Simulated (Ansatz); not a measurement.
**CH6AlNO2Si: up Jacob's ladder to CCSD(T)**

The task here is to estimate one member of a computed series from the others.

The runs use Ansatz 0.2.0, Gaussian basis; functionals in def2-TZVPP, the program's frozen cores in correlated methods.

The runs, in order: LDA (SPW92), PBE-D4, revPBE-D4, BLYP-D4, r2SCAN-D4, B97M-V, PBE0-D4, B3LYP-D4, r2SCANh-D4, r2SCAN0-D4, HSE06-D4, BHLYP-D4, CAM-B3LYP-D4, LC-ωPBE, ωB97X-V, ωB97M-V, B2PLYP, PBE-QIDH; CCSD(T)/def2-SVP; CCSD(T)/def2-TZVPP; MP2/def2-QZVPP; extrapolation to the limit; RPA on PBE.

## Structure used throughout

The geometry comes from an earlier relaxation with PBE0-D4 in a triple-zeta def2 set; it is a stationary point, not always the lowest conformer.

SMILES `N[SiH]1C[O][Al]1[OH]`, 12 atoms, charge 0, spin multiplicity 1.

Atoms are counted from 1 here; the program's logs count them from 0.

Bond lengths: N1–Si2 1.713 Å, N1–H7 1.005 Å, N1–H8 1.005 Å, Si2–C3 1.934 Å, Si2–Al5 2.415 Å, Si2–H9 1.491 Å, C3–O4 1.437 Å, C3–H10 1.096 Å, C3–H11 1.097 Å, O4–Al5 1.725 Å, Al5–O6 1.689 Å, O6–H12 0.955 Å. Angles: Si2–N1–H7 121.9°, Si2–N1–H8 123.4°, H7–N1–H8 112.4°, N1–Si2–C3 121.5°, N1–Si2–Al5 126.9°, N1–Si2–H9 105.2°, C3–Si2–Al5 69.8°, C3–Si2–H9 110.7°, Al5–Si2–H9 118.9°, Si2–C3–O4 105.2°, Si2–C3–H10 112.3°, Si2–C3–H11 112.0°, O4–C3–H10 109.3°, O4–C3–H11 110.2°, H10–C3–H11 107.9°, C3–O4–Al5 105.3°, Si2–Al5–O4 79.3°, Si2–Al5–O6 156.9° and more.

The first run:

Contents of in.yaml:

```yaml
crystal:
  periodic: [false, false, false]
  atoms:
    - {symbol: N, position_ang: [-0.992744, -0.253596, -1.991270]}
    - {symbol: Si, position_ang: [0.221091, -0.370841, -0.788329]}
    - {symbol: C, position_ang: [0.937254, 1.200474, 0.083368]}
    - {symbol: O, position_ang: [0.775105, 0.956367, 1.490662]}
    - {symbol: Al, position_ang: [-0.114438, -0.517153, 1.598641]}
    - {symbol: O, position_ang: [-0.661644, -1.179808, 3.053013]}
    - {symbol: H, position_ang: [-0.776811, -0.318175, -2.971179]}
    - {symbol: H, position_ang: [-1.900202, 0.143933, -1.824046]}
    - {symbol: H, position_ang: [1.314144, -1.169797, -1.413369]}
    - {symbol: H, position_ang: [2.000378, 1.350571, -0.138552]}
    - {symbol: H, position_ang: [0.401224, 2.111888, -0.207222]}
    - {symbol: H, position_ang: [-1.126359, -2.008964, 3.142284]}
basis:
  gaussian: {orbitals: def2-TZVPP}
hamiltonian: {xc: lda}
output: {orbitals: {seedname: orbitals}}
```

Among the steps run: LDA; PBE-D4 (GGA); revPBE-D4 (GGA); BLYP-D4 (GGA); r2SCAN-D4 (meta-GGA); B97M-V (meta-GGA); PBE0-D4 (hybrid); B3LYP-D4 (hybrid); r2SCANh-D4 (hybrid); r2SCAN0-D4 (hybrid); HSE06-D4 (hybrid); BHLYP-D4 (hybrid); CAM-B3LYP-D4 (range-separated); LC-ωPBE (range-separated); ωB97X-V (range-separated); ωB97M-V (range-separated); B2PLYP (double hybrid); PBE-QIDH (double hybrid).

One table of the session follows, with a row left open; its other results are not shown here.

It belongs to the step «Frontier levels by functional». 

```
  functional  HOMO (eV)  gap (eV)
 LDA (SPW92)      -5.59      3.67
      PBE-D4      -5.43      3.71
   revPBE-D4      -5.36      3.73
     BLYP-D4      -5.31      3.74
   r2SCAN-D4      -5.63      4.11
      B97M-V      -5.70      4.02
     PBE0-D4      -6.57      5.59
    B3LYP-D4      -6.39      5.24
  r2SCANh-D4          ?         ?
  r2SCAN0-D4      -6.70      5.84
    HSE06-D4      -6.17      4.83
    BHLYP-D4      -7.61      7.43
CAM-B3LYP-D4      -7.86      7.88
     LC-ωPBE      -9.11     10.19
     ωB97X-V      -8.80      9.75
     ωB97M-V      -8.63      9.32
```

Q: Estimate the row for r2SCANh-D4 from the others.

Worked estimate for «HOMO (eV)». Against the share of exact exchange, r2SCAN-D4 (0, -5.63), r2SCAN0-D4 (0.25, -6.70) give a slope of -4.28 per unit share; at 0.1 the line stands at -6.06.

As computed: HOMO (eV): -6.06; gap (eV): 4.80. In «HOMO (eV)» the line misses by 0.00.
